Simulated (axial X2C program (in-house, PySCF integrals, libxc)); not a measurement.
# SrNa: properties at the nuclei

Aim: properties at the nuclei of SrNa, with spin–orbit coupling in the Hamiltonian from the start.

Program: an in-house X2C program for linear molecules on PySCF integrals. Level of theory: two-component X2C with atomic mean-field terms, Sr dyall-cv3z, Na dyall-cv3z. These are calculated values, not measurements.

## Step 1: The job

File task.json:

```json
{"zs": [38, 11], "q": 0, "bas": ["dyall-cv3z", "dyall-cv3z"], "r0": 3.4, "levels": ["PBE0", "HF", "LDA", "TPSSh", "BHandHLYP"], "nst": 3}
```

Keys: zs atomic numbers; q charge; bas basis sets; r0 starting distance in Å; levels methods (HF also brings MP2); nst determinants followed.

On the command line:

```
$ python soeom.py task.json out
```

Nuclei are Gaussian, cores are contracted, and the Gaunt term is on.

## Step 2: Expectation values, lowest determinant

R = 3.871 Å. State: Ω = 1/2 (excess of +ω over −ω: ω = 1/2).

Output of the PBE0 run:

```text
two-component X2C + atomic mean field  PBE0
basis functions 205  fitting functions 1007  grid points 5089
iter        total energy     max residual
   1      -3340.189251725     7.44e-06
   2      -3340.189251736     6.18e-06
   3      -3340.189251739     2.35e-06
   4      -3340.189251740     1.23e-06
converged
one-electron -4736.75826283  Coulomb 1460.67268691  exact exchange -29.48011632  xc functional -90.41882847  nuclear repulsion 57.14184298  atomic mean-field constant -1.34657401
```

The highest occupied spinor is 41% Na s, 31% Sr p, 17% Sr s.

```
    level  Eeff magnitude (GV/cm)  Ws magnitude Sr (kHz)  A∥/gI Sr (MHz)  qzz Sr (a.u.)  A∥/gI Na (MHz)  qzz Na (a.u.)  μ (D)
     PBE0                    1.69                   1.54             468          -0.54             423          -0.03   0.33
       HF                    3.18                   2.91             344          -0.69             405          -0.03  -0.40
      LDA                    1.17                   1.05             552          -0.46             481          -0.03   0.07
    TPSSh                    1.75                   1.59             542          -0.62             365          -0.04   0.39
BHandHLYP                    1.77                   1.61             529          -0.48             490          -0.03   0.10
```

Eeff is the effective electric field on the electron dipole moment in this Ω state and Ws the scalar–pseudoscalar constant (defined with the proton number Z and per Ω); A∥ is the parallel hyperfine constant, which follows by multiplying with the nuclear g factor gI = μI/(I μN); qzz is the electric field gradient, eQq0 = 234.96 MHz × Q/barn × qzz; μ is positive if Na is the positive end. The operators were transformed with the bare-nucleus X2C matrices.

## Step 3: Expectation values, a higher determinant

R = 3.871 Å. State: Ω = 3/2 (excess of +ω over −ω: ω = 3/2), 1.09 eV above the lowest in the PBE0 search for states (made at or near this distance, with looser thresholds).

Output of the PBE0 run:

```text
two-component X2C + atomic mean field  PBE0
basis functions 205  fitting functions 1007  grid points 5089
iter        total energy     max residual
   1      -3340.149190312     1.80e-05
   2      -3340.149190465     2.15e-05
   3      -3340.149190536     1.33e-05
   4      -3340.149190796     1.19e-05
   5      -3340.149190961     4.92e-06
   6      -3340.149190985     2.97e-06
   7      -3340.149190991     2.21e-07
   8      -3340.149190991     1.32e-07
converged
one-electron -4736.41989772  Coulomb 1460.36237510  exact exchange -29.47726360  xc functional -90.40967374  nuclear repulsion 57.14184298  atomic mean-field constant -1.34657401
```

The highest occupied spinor is 42% Na p, 41% Sr p, 14% Sr d.

```
    level  Eeff magnitude (GV/cm)  Ws magnitude Sr (kHz)  A∥/gI Sr (MHz)  qzz Sr (a.u.)  A∥/gI Na (MHz)  qzz Na (a.u.)  μ (D)
     PBE0                   0.983                  0.318            -248           0.20            46.4           0.02   0.97
       HF                    2.87                   0.89            -470          -0.39            90.4           0.03   1.59
      LDA                   0.426                  0.149           -97.1           0.12            27.9           0.03   0.37
    TPSSh                    1.01                  0.329            -184           0.16            36.5           0.02   0.96
BHandHLYP                    0.62                  0.204            -127           0.36            27.6           0.02   1.13
```

## Step 4: Expectation values, a higher determinant

R = 3.871 Å. State: Ω = 5/2 (excess of +ω over −ω: 2 × ω = 1/2, ω = 3/2), 1.64 eV above the lowest in the PBE0 search for states (made at or near this distance, with looser thresholds).

Output of the PBE0 run:

```text
two-component X2C + atomic mean field  PBE0
basis functions 205  fitting functions 1007  grid points 5089
iter        total energy     max residual
   1      -3340.129057633     2.21e-06
   2      -3340.129057634     1.19e-06
converged
one-electron -4736.18049379  Coulomb 1460.16965090  exact exchange -29.48966164  xc functional -90.42382206  nuclear repulsion 57.14184298  atomic mean-field constant -1.34657401
```

The highest occupied spinor is 49% Sr p, 28% Na p, 18% Sr d.

```
    level  Eeff magnitude (GV/cm)  Ws magnitude Sr (kHz)  A∥/gI Sr (MHz)  qzz Sr (a.u.)  A∥/gI Na (MHz)  qzz Na (a.u.)  μ (D)
     PBE0                   0.896                  0.145             625          -0.21             101           0.02  -0.03
       HF                   0.982                  0.166             581          -0.17            91.6           0.01   2.08
      LDA                   0.919                  0.147             676          -0.39             117           0.03  -1.60
    TPSSh                    0.83                  0.132             590          -0.26            94.3           0.03  -0.03
BHandHLYP                   0.949                  0.155             682          -0.05             116           0.02   0.18
```

## Step 5: Summary of results

| quantity | value |
| --- | --- |
| lowest determinant | Ω = 1/2 (excess of +ω over −ω: ω = 1/2) |
| Eeff magnitude (GV/cm), PBE0 | 1.69 |
| Ws magnitude Sr (kHz), PBE0 | 1.54 |
| A∥/gI Sr (MHz), PBE0 | 468 |
| qzz Sr (a.u.), PBE0 | -0.54 |
| higher determinant | Ω = 3/2 (excess of +ω over −ω: ω = 3/2) |
| Eeff magnitude (GV/cm), PBE0, higher determinant | 0.983 |
| Ws magnitude Sr (kHz), PBE0, higher determinant | 0.318 |
| A∥/gI Sr (MHz), PBE0, higher determinant | -248 |
| qzz Sr (a.u.), PBE0, higher determinant | 0.20 |
| higher determinant | Ω = 5/2 (excess of +ω over −ω: 2 × ω = 1/2, ω = 3/2) |
| Eeff magnitude (GV/cm), PBE0, higher determinant | 0.896 |
| Ws magnitude Sr (kHz), PBE0, higher determinant | 0.145 |
| A∥/gI Sr (MHz), PBE0, higher determinant | 625 |
| qzz Sr (a.u.), PBE0, higher determinant | -0.21 |

In the first state, the effective field runs from 1.17 to 3.18 GV/cm over the mean-field levels, so the levels don't agree on it. The expectation values come from single determinants, which for open shells can mix terms of unlike spin or miss the lowest Ω, so a determinant need not be a state. Eeff is the effective electric field on the electron dipole moment in this Ω state and Ws the scalar–pseudoscalar constant (defined with the proton number Z and per Ω); A∥ is the parallel hyperfine constant, which follows by multiplying with the nuclear g factor gI = μI/(I μN); qzz is the electric field gradient, eQq0 = 234.96 MHz × Q/barn × qzz; μ is positive if Na is the positive end. The operators were transformed with the bare-nucleus X2C matrices.
